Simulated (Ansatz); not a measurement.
# LaF2 (CdI2 type): other levels of theory at one geometry

An exercise on one series of results from a longer session: the logs are not shown, and one member is left open.

Method: DFT at several levels, plane waves, PAW, in Ansatz 0.2.0.

3 further runs of the same task are left out: 1 that didn't finish, 2 set aside as unsound or not needed. Runs told in other sessions of the task aren't counted.

### The system as given

Symmetry: P-3m1, No. 164, trigonal system. Conventional cell: a = 3.651 Å, b = 3.651 Å, c = 5.603 Å, α = 90.00°, β = 90.00°, γ = 120.00°. La (site symmetry -3m) is surrounded by 6 F at 2.50 Å. Around F (site symmetry 3m) lie 3 La at 2.50 Å.

Structure file:

```xyz
3
Lattice="3.6514 0.0000 0.0000 -1.8257 3.1622 0.0000 0.0000 0.0000 5.6028" Properties=species:S:1:pos:R:3 pbc="T T T"
La    0.0000    0.0000    0.0000
F     0.0000    2.1081    1.3453
F     1.8257    1.0541    4.2574
```

This cell comes from an earlier session at PBE: 21.564 Å³/atom at 0.01 GPa, on a 10×10×6 mesh, a metal on this mesh.

Levels to run: PBE+SOC; r²SCAN; PBEsol; LDA. Hardware: 2 threads of Arm Neoverse V2, shared host.

The first run:

input.yaml reads:

```yaml
crystal:
  lattice:
    - [3.651408448, 0.0, 0.0]
    - [-1.825704224, 3.1622124755, 0.0]
    - [0.0, 0.0, 5.6027531424]
  atoms:
    - { symbol: La, position: [0.0, 0.0, 0.0] }
    - { symbol: F, position: [0.3333333333, 0.6666666667, 0.2401196039] }
    - { symbol: F, position: [0.6666666667, 0.3333333333, 0.7598803961] }
basis:
  ecutwfc: 420
  ecutrho_ratio: 4
kpoints:
  mp_grid: { grid: [10, 10, 6] }
hamiltonian:
  xc: pbe
scf:
  occupations: { method: gaussian, width: 0.05 }
output:
  forces: true
  stress: true
  eigenvalues: true
  populations: true
  hubbard: { sites: [{ species: La, l: f }] }
  dos: { projected: true, de: 0.02 }
  write_density: true
  write_potential: true
  elf: true
  volumetric_format: npy
magnetization:
  noncollinear: true
  spin_orbit: true
```

Command:

```sh
ansatz run input.yaml --threads 2 --pin off --max-ram 2662MiB --backend cpu --events-out ev --progress --plain --runs-dir out
```

Steps of the session up to this table: PBE+SOC; r²SCAN; PBEsol; LDA.

One table of the session follows, with a row left open; its other results are not shown here.

| level | pressure (GPa) |
| --- | --- |
| PBE | 0.0 |
| LDA | -5.1 |
| PBEsol | -2.8 |
| PBE+SOC | 0.0 |
| r²SCAN | ? |

Estimate the missing values for r²SCAN.

The run gave: pressure (GPa): -1.1. In the column «pressure (GPa)» it lies between PBEsol (-2.8) and PBE (0.0).

The pressure runs from -5.1 GPa (LDA) to 0.0 GPa (PBE); a negative pressure means that level wants a smaller cell, a positive one a larger cell. Total energies of different levels have different zeros and can't be compared.
